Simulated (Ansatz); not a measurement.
A run of Ansatz 0.2.0:

input.yaml

```yaml
crystal:
  lattice:
    - [2.193, 1.2661291403, 10.1656666667]
    - [-2.193, 1.2661291403, 10.1656666667]
    - [0.0, -2.5322582807, 10.1656666667]
  atoms:
    - { symbol: Bi, position: [0.605392, 0.601964, 0.593439] }
    - { symbol: Bi, position: [0.399525, 0.403823, 0.397033] }
    - { symbol: Te, position: [0.794695, 0.785157, 0.792554] }
    - { symbol: Te, position: [0.211657, 0.208557, 0.206124] }
    - { symbol: Te, position: [0.003643, 0.00338, -0.006164] }
kpoints:
  mp_grid: { grid: [7, 7, 7] }
scf:
  occupations: { method: fermi_dirac, width: 0.05 }
hamiltonian:
  xc: pbe
  pseudopotentials: { kind: all_electron, lapw: { basis_error: 0.001 } }
output:
  forces: true
  stress: true
  eigenvalues: true
  populations: true
```

Potentials or basis: all-electron LAPW, scalar-relativistic.

Command:

```sh
$ ansatz run input.yaml --threads 4 --pin off --max-ram 12288MiB --backend cpu --events-out ev --progress --plain --runs-dir out
```

Hardware: 4 threads of Intel(R) Xeon(R) Platinum 8259CL CPU @ 2.50GHz (Skylake/Cascade Lake) (shared host).

Question: Estimate the wall time of this run.

Answer: Wall time 3.3 min on 4 threads of Intel(R) Xeon(R) Platinum 8259CL CPU @ 2.50GHz (Skylake/Cascade Lake), with other jobs on the host, peak memory 2.4 GiB. Counts: scf iterations 10, plane waves 1109, k points 172, bands 88.
